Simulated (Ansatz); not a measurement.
GaB:

```
CELL_PARAMETERS angstrom
2.71824 0.00000 0.00000
0.00000 2.71824 0.00000
0.00000 0.00000 3.23621
ATOMIC_POSITIONS crystal
Ga 0.50000 0.50000 0.50000
B 0.00000 0.00000 0.00000
```

The cell was built by a generator and needn't be a form met in nature.

```yaml
Program: Ansatz 0.2.0
Task: relaxation of cell and atoms
Functional: B3LYP
Potentials_or_basis: Ansatz PAW
Cutoff: "420 eV (not typed: the program's choice for these potentials)"
k_mesh: 5 × 5 × 4
Occupations: fermi-dirac, width 0.05 eV
Spin: no spin polarisation
```

At the start: volume 11.96 Å³/atom.

**Question.** How do energy, volume and symmetry change on relaxing?

**Answer.** It ends after 4 steps and the volume is 12.20 Å³/atom (+2.0 %); space group P4/mmm (No. 123, to 0.05 Å).

Step by step:
```csv
step,energy change (eV),largest force (eV/Å),volume (Å³)
1,0.0000,0.0000,23.91
2,-0.0040,0.0000,24.29
3,-0.0042,0.0000,24.39
4,-0.0045,0.0000,24.39
```

Final structure:
```
CELL_PARAMETERS angstrom
2.74343 0.00000 0.00000
0.00000 2.74343 0.00000
0.00000 0.00000 3.24067
ATOMIC_POSITIONS crystal
Ga 0.50000 0.50000 0.50000
B 0.00000 0.00000 0.00000
```

Caveat: the k mesh is coarse (spacing up to 0.49 Å⁻¹), so the values aren't converged, least of all with exact exchange; the plane-wave basis is chosen anew once the cell has moved, so the energies of steps on either side of that aren't comparable; the PAW data sets come from PBE, with cores solved anew for the run's functional, which leaves a small shift of forces and pressure.
